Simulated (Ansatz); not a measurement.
**SnSe2 (CdI2 type): topological invariants**

Is SnSe2 (CdI2 type) topological at this level? Invariants are computed plane by plane.

Program: Ansatz 0.2.0. Level of theory: DFT PBEsol with spin–orbit coupling, plane waves, PAW. These are calculated values, not measurements.

4 further runs of the same task are left out: 1 that didn't finish, 3 set aside as unsound or not needed.

## 1. The system as given

The structure is trigonal, space group P-3m1 (No. 164). Conventional cell: a = 3.816 Å, b = 3.816 Å, c = 6.121 Å, α = 90.00°, β = 90.00°, γ = 120.00°. Around Sn (site symmetry -3m) lie 6 Se at 2.72 Å. Se (site symmetry 3m) has 3 Sn at 2.72 Å as nearest neighbours.

Coordinates:

```
CELL_PARAMETERS angstrom
3.81587 0.00000 0.00000
-1.90794 3.30464 0.00000
0.00000 0.00000 6.12133
ATOMIC_POSITIONS crystal
Sn 0.00000 0.00000 0.00000
Se 0.33333 0.66667 0.25923
Se 0.66667 0.33333 0.74077
```

Origin of the cell: volume kept, shape and atoms relaxed. An earlier run on this cell at PBEsol, without spin–orbit coupling gave 0.13 GPa at 25.730 Å³/atom (10×10×6 mesh), gap on the mesh 0.50 eV.

## 2. Spin-orbit coupling: topological invariants

input.yaml

```yaml
crystal:
  lattice:
    - [3.8158742114, 1.0e-10, 0.0]
    - [-1.9079371058, 3.3046440047, 0.0]
    - [0.0, 0.0, 6.1213284808]
  atoms:
    - { symbol: Sn, position: [0.0, 0.0, 0.0] }
    - { symbol: Se, position: [0.3333333333, 0.6666666667, 0.2592346922] }
    - { symbol: Se, position: [0.6666666667, 0.3333333333, 0.7407653078] }
basis:
  ecutwfc: 420
  ecutrho_ratio: 4
kpoints:
  mp_grid: { grid: [6, 6, 4] }
hamiltonian:
  xc: pbesol
scf:
  occupations: { method: gaussian, width: 0.05 }
output:
  forces: true
  stress: true
  eigenvalues: true
  populations: true
  topological_invariants: true
magnetization:
  noncollinear: true
  spin_orbit: true
```

On the command line:

```sh
$ ansatz run input.yaml --threads 4 --pin off --max-ram 9216MiB --backend cpu --events-out ev --progress --plain --runs-dir out
```

The program printed, cut to the lines that bear on the results:

```text
Warning: RAYON_NUM_THREADS=4 ignored (pool sized by the plan → 4); use --threads N
band count auto-derived: 70 (N_el = 46.0; filled up to band 46; 56 without output.topological_invariants, output.pair_interaction, output.eigenstates.de_dk, output.active_space.bands or, under a hybrid functional, output.transmission)
[...]
Pseudopotentials: kind: paw_fr
Pseudopotential: Sn, paw_fr, valence charge 14, recommended cutoff 420 eV (normal), Sn.paw.azcp#standard-fr
Pseudopotential: Se, paw_fr, valence charge 16, recommended cutoff 420 eV (normal), Se.paw.azcp#standard-fr
Functional definition: PBEsol
[...]
non-collinear run that drives no moment, with spin-orbit: no starting moment large enough to seed its density (crystal.atoms[].spin), no starting occupations that ask for one, no magnetisation constraint and no magnetic field, so the semilocal B_xc is pinned to zero
Crystal: 3 atoms, lattice volume = 77.191 Å³
Basis set: ecut = 420 eV, 1485 PW (Γ), exchange–correlation on 54×54×90 points (8 copies of the dense FFT grid, shifted against one another)
Bands: 70, of which v1, the nominal top of the filled ones, is band 46 counted from 1 (45 counted from 0)
Symmetry: 12 space group operations + 12 with time reversal
Magnetic group: BNS 164.86 (UNI 1316), of the structure as read, at distance tolerance 4.3e-5 Å
k-points: 24 of 144
Projection manifold: j_resolved (fully-relativistic pseudo-atomic orbitals)
[...]
NSCF: frozen V_eff on 42 k-points
SCF converged after 8 iterations
Magnetization: |M| = 0.0000 μB,  M = (+0.0000, +0.0000, +0.0000) μB
Absolute magnetization: 0.0000 μB (∫|m|)
  site 0: m = (+0.0000, +0.0000, +0.0000) μB, |m| = 0.0000 μB  (R = 1.12 Å)
  site 1: m = (+0.0000, +0.0000, +0.0000) μB, |m| = 0.0000 μB  (R = 1.12 Å)
  site 2: m = (+0.0000, +0.0000, +0.0000) μB, |m| = 0.0000 μB  (R = 1.12 Å)
Free energy (F): -16801.618403 eV
[...]
E sigma→0 (E₀):  -16801.618403 eV
Fermi energy:    8.394136 eV
[...]
--- Forces (eV/Å), atoms counted from 1 ---
  atom   1  Sn     0.00000000     0.00000000     0.00000000
  atom   2  Se     0.00000000     0.00000000    -0.00970797
  atom   3  Se    -0.00000000     0.00000000     0.00970797
[...]
--- Stress (GPa, compression-positive) ---
        0.279889       0.000000       0.000000
        0.000000       0.279889       0.000000
        0.000000       0.000000       0.060231
  P = ⅓ Tr σ = 0.2067 GPa (2.067 kbar)
--- Band table (eV; the first three rows and the last of 24) ---
[...]
--- Löwdin populations: 3 sites ---
  site symbol       q [e]
     0     Sn     13.3948
     1     Se     16.2402
     2     Se     16.2402
  spilling = 0.002715 (of n_electrons = 46.000000)
--- Topological invariants of the lowest 46 bands, as many as the electrons (of this functional, at the state reached) ---
  Z2 = 0;(000), z4 = 0
  bands 46 and 47 are separated throughout the zone, as estimated from the states at the SCF's k-points
  smallest direct gap kept (no minimum is searched for): 0.9058 eV, known to 1.2e-3 eV, at k = (0.0000, 0.0000, 0.0000) in reciprocal vectors
  plane       ν
  k1 = 0      0
  k1 = 1/2    0
  k2 = 0      0
  k2 = 1/2    0
  k3 = 0      0
  k3 = 1/2    0
```

It took 3.4 min on 4 threads of AMD EPYC (Zen 3), shared host; peak memory 1 GiB.

In short: volume 25.730 Å³/atom, pressure 0.21 GPa, mesh gap 0.60 eV.

Invariants of the lowest 46 bands, plane by plane:

```
axis   plane  result  index
  b1  centre      z2      0
  b1    face      z2      0
  b2  centre      z2      0
  b2    face      z2      0
  b3  centre      z2      0
  b3    face      z2      0
```

Odd-parity bands at the invariant momenta: (0.00, 0.00, 0.00) 18; (0.00, 0.00, 0.50) 18; (0.00, 0.50, 0.00) 18; (0.00, 0.50, 0.50) 18; (0.50, 0.00, 0.00) 18; (0.50, 0.00, 0.50) 18; (0.50, 0.50, 0.00) 18; (0.50, 0.50, 0.50) 18.

## 3. Volume × 1.05, atoms carried along

Edit input.yaml of step 2 so:

```diff
@@ -2,5 +2,5 @@
   lattice:
-    - [3.8158742114, 1.0e-10, 0.0]
-    - [-1.9079371058, 3.3046440047, 0.0]
-    - [0.0, 0.0, 6.1213284808]
+    - [3.8784406465, 1.0e-10, 0.0]
+    - [-1.9392203234, 3.3588281269, 0.0]
+    - [0.0, 0.0, 6.2216959668]
   atoms:
```

On the command line:

```sh
$ ansatz run input.yaml --threads 4 --pin off --max-ram 9216MiB --backend cpu --events-out ev --progress --plain --runs-dir out
```

The program printed, cut to the lines that bear on the results:

```text
Warning: RAYON_NUM_THREADS=4 ignored (pool sized by the plan → 4); use --threads N
band count auto-derived: 70 (N_el = 46.0; filled up to band 46; 56 without output.topological_invariants, output.pair_interaction, output.eigenstates.de_dk, output.active_space.bands or, under a hybrid functional, output.transmission)
[...]
[... 4 set-up lines as earlier in the session ...]
[...]
non-collinear run that drives no moment, with spin-orbit: no starting moment large enough to seed its density (crystal.atoms[].spin), no starting occupations that ask for one, no magnetisation constraint and no magnetic field, so the semilocal B_xc is pinned to zero
Crystal: 3 atoms, lattice volume = 81.050 Å³
[...]
  atom   2  Se     0.00000000     0.00000000    -0.38544827
  atom   3  Se    -0.00000000    -0.00000000     0.38544827
[...]
--- Stress (GPa, compression-positive) ---
       -2.689003      -0.000000       0.000000
       -0.000000      -2.689003       0.000000
        0.000000       0.000000      -2.868247
  P = ⅓ Tr σ = -2.7488 GPa (-27.488 kbar)
--- Band table (eV; the first three rows and the last of 24) ---
[...]
--- Löwdin populations: 3 sites ---
  site symbol       q [e]
     0     Sn     13.4094
     1     Se     16.2368
     2     Se     16.2368
  spilling = 0.002544 (of n_electrons = 46.000000)
--- Topological invariants of the lowest 46 bands, as many as the electrons (of this functional, at the state reached) ---
  Z2 = 0;(000), z4 = 0
  bands 46 and 47 are separated throughout the zone, as estimated from the states at the SCF's k-points
  smallest direct gap kept (no minimum is searched for): 0.7267 eV, known to 1.3e-3 eV, at k = (0.0000, 0.0000, 0.0000) in reciprocal vectors
  plane       ν
  k1 = 0      0
  k1 = 1/2    0
  k2 = 0      0
  k2 = 1/2    0
  k3 = 0      0
  k3 = 1/2    0
```

It took 3.6 min on 4 threads of AMD EPYC (Zen 3), shared host; peak memory 1 GiB.

Read off: volume 27.017 Å³/atom, pressure -2.75 GPa, mesh gap 0.53 eV.

Invariants of the lowest 46 bands, plane by plane:

```csv
axis,plane,result,index
b1,centre,z2,0
b1,face,z2,0
b2,centre,z2,0
b2,face,z2,0
b3,centre,z2,0
b3,face,z2,0
```

Odd-parity bands at the invariant momenta: (0.00, 0.00, 0.00) 18; (0.00, 0.00, 0.50) 18; (0.00, 0.50, 0.00) 18; (0.00, 0.50, 0.50) 18; (0.50, 0.00, 0.00) 18; (0.50, 0.00, 0.50) 18; (0.50, 0.50, 0.00) 18; (0.50, 0.50, 0.50) 18.

## 4. Volume × 0.96, atoms carried along

Edit input.yaml of step 3 so:

```diff
@@ -2,5 +2,5 @@
   lattice:
-    - [3.8784406465, 1.0e-10, 0.0]
-    - [-1.9392203234, 3.3588281269, 0.0]
-    - [0.0, 0.0, 6.2216959668]
+    - [3.7643020217, 1.0e-10, 0.0]
+    - [-1.882151011, 3.2599811783, 0.0]
+    - [0.0, 0.0, 6.0385976841]
   atoms:
```

On the command line:

```sh
$ ansatz run input.yaml --threads 4 --pin off --max-ram 9216MiB --backend cpu --events-out ev --progress --plain --runs-dir out
```

The program printed, cut to the lines that bear on the results:

```text
Warning: RAYON_NUM_THREADS=4 ignored (pool sized by the plan → 4); use --threads N
band count auto-derived: 70 (N_el = 46.0; filled up to band 46; 56 without output.topological_invariants, output.pair_interaction, output.eigenstates.de_dk, output.active_space.bands or, under a hybrid functional, output.transmission)
[...]
[... 4 set-up lines as earlier in the session ...]
[...]
non-collinear run that drives no moment, with spin-orbit: no starting moment large enough to seed its density (crystal.atoms[].spin), no starting occupations that ask for one, no magnetisation constraint and no magnetic field, so the semilocal B_xc is pinned to zero
Crystal: 3 atoms, lattice volume = 74.103 Å³
[...]
  atom   2  Se     0.00000000     0.00000000     0.35362022
  atom   3  Se    -0.00000000    -0.00000000    -0.35362022
[...]
--- Stress (GPa, compression-positive) ---
        3.361095       0.000000      -0.000000
        0.000000       3.361095      -0.000000
       -0.000000       0.000000       3.094008
  P = ⅓ Tr σ = 3.2721 GPa (32.721 kbar)
--- Band table (eV; the first three rows and the last of 24) ---
[...]
--- Löwdin populations: 3 sites ---
  site symbol       q [e]
     0     Sn     13.3825
     1     Se     16.2428
     2     Se     16.2428
  spilling = 0.002866 (of n_electrons = 46.000000)
--- Topological invariants of the lowest 46 bands, as many as the electrons (of this functional, at the state reached) ---
  Z2 = 0;(000), z4 = 0
  bands 46 and 47 are separated throughout the zone, as estimated from the states at the SCF's k-points
  smallest direct gap kept (no minimum is searched for): 1.0773 eV, known to 1.2e-3 eV, at k = (0.0000, 0.0000, 0.0000) in reciprocal vectors
  plane       ν
  k1 = 0      0
  k1 = 1/2    0
  k2 = 0      0
  k2 = 1/2    0
  k3 = 0      0
  k3 = 1/2    0
```

Run time: 3.4 min. Hardware: 4 threads of AMD EPYC (Zen 3), shared host; peak memory 0.98 GiB.

This gives: volume 24.701 Å³/atom, pressure 3.27 GPa, gap on the mesh 0.65 eV.

Invariants of the lowest 46 bands, plane by plane:

| axis | plane | result | index |
| --- | --- | --- | --- |
| b1 | centre | z2 | 0 |
| b1 | face | z2 | 0 |
| b2 | centre | z2 | 0 |
| b2 | face | z2 | 0 |
| b3 | centre | z2 | 0 |
| b3 | face | z2 | 0 |

Odd-parity bands at the invariant momenta: (0.00, 0.00, 0.00) 18; (0.00, 0.00, 0.50) 18; (0.00, 0.50, 0.00) 18; (0.00, 0.50, 0.50) 18; (0.50, 0.00, 0.00) 18; (0.50, 0.00, 0.50) 18; (0.50, 0.50, 0.00) 18; (0.50, 0.50, 0.50) 18.

## 5. What came out

| quantity | value |
| --- | --- |
| invariants, volume × 1 | (0;000) |
| invariants, volume × 0.96 | (0;000) |
| invariants, volume × 1.05 | (0;000) |

What this shows: The Z2 indices are (0;000): topologically trivial. The same holds at the other volumes. The band order is that of a semilocal functional. No dispersion term is included, so distances between weakly bound layers or units are the least certain numbers.
